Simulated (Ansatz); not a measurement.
**interstitial Ti in Si: a dynamics run in two tries**

Wanted: a short trajectory, and a check that the input is sound. The host cell (diamond) has 16 atoms; the extra atom is the last.

Method: DFT PBE+D3(BJ), plane waves, PAW, scalar-relativistic, no spin polarisation, in Ansatz 0.2.0.

## Step 1: Starting point

The cell holds 17 atoms (Si16Ti): a = 7.679 Å, b = 7.679 Å, c = 7.679 Å, α = 60.00°, β = 60.00°, γ = 60.00°.

Its coordinates follow in the input file.

## Step 2: The run

Contents of input.yaml:

```yaml
accuracy: low
crystal:
  lattice:
    - [0.0, 5.43, 5.43]
    - [5.43, 0.0, 5.43]
    - [5.43, 5.43, 0.0]
  atoms:
    - { symbol: Si, position: [-0.02314925, -0.01245695, 0.00967081] }
    - { symbol: Si, position: [0.07620171, 0.1508803, 0.11365259] }
    - { symbol: Si, position: [-0.03352291, 0.00322865, 0.50135357] }
    - { symbol: Si, position: [0.11772672, 0.12819346, 0.62500764] }
    - { symbol: Si, position: [0.01439884, 0.50882331, -0.05032889] }
    - { symbol: Si, position: [0.15020035, 0.61569925, 0.09712783] }
    - { symbol: Si, position: [0.03393081, 0.47978465, 0.46202419] }
    - { symbol: Si, position: [0.15435053, 0.61703645, 0.57600388] }
    - { symbol: Si, position: [0.45532049, 0.02210448, 0.05071131] }
    - { symbol: Si, position: [0.60601376, 0.11399781, 0.17326543] }
    - { symbol: Si, position: [0.51609285, 0.0119768, 0.50880011] }
    - { symbol: Si, position: [0.60766628, 0.12261683, 0.68369895] }
    - { symbol: Si, position: [0.53384344, 0.47431403, 0.00409339] }
    - { symbol: Si, position: [0.63820542, 0.63432096, 0.12238293] }
    - { symbol: Si, position: [0.52629706, 0.5058212, 0.49124786] }
    - { symbol: Si, position: [0.65397172, 0.63929548, 0.60264571] }
    - { symbol: Ti, position: [0.36627271, 0.8721007, 0.88812038] }
basis:
  ecutwfc: 420.0
kpoints:
  mp_grid: { grid: [2, 2, 2] }
hamiltonian:
  xc: pbe
  dispersion: d3bj
  pseudopotentials: { kind: paw, azcp: { folder: soft_1 } }
scf:
  occupations: { method: fermi_dirac, width: 0.05 }
  lower_state_search: "off"
  max_iter: 2
md:
  timestep: 3.0
  n_steps: 25
  ensemble: nve
  temperature: 840.0
  initial_velocities: maxwell_boltzmann
  seed: 287109
```

Launch:

```bash
ansatz run input.yaml --threads 1 --pin off --max-ram 3072MiB --backend cpu --events-out ev --progress --plain --runs-dir out
```

Before running it: what results should come out? Wanted: first try.

The runs gave:

| quantity | value |
| --- | --- |
| first try | not converged |
| cause | the cap on SCF cycles is too low for any step to converge |

**Reading.** The program did not catch the first fault at the input check, so it cost a run.
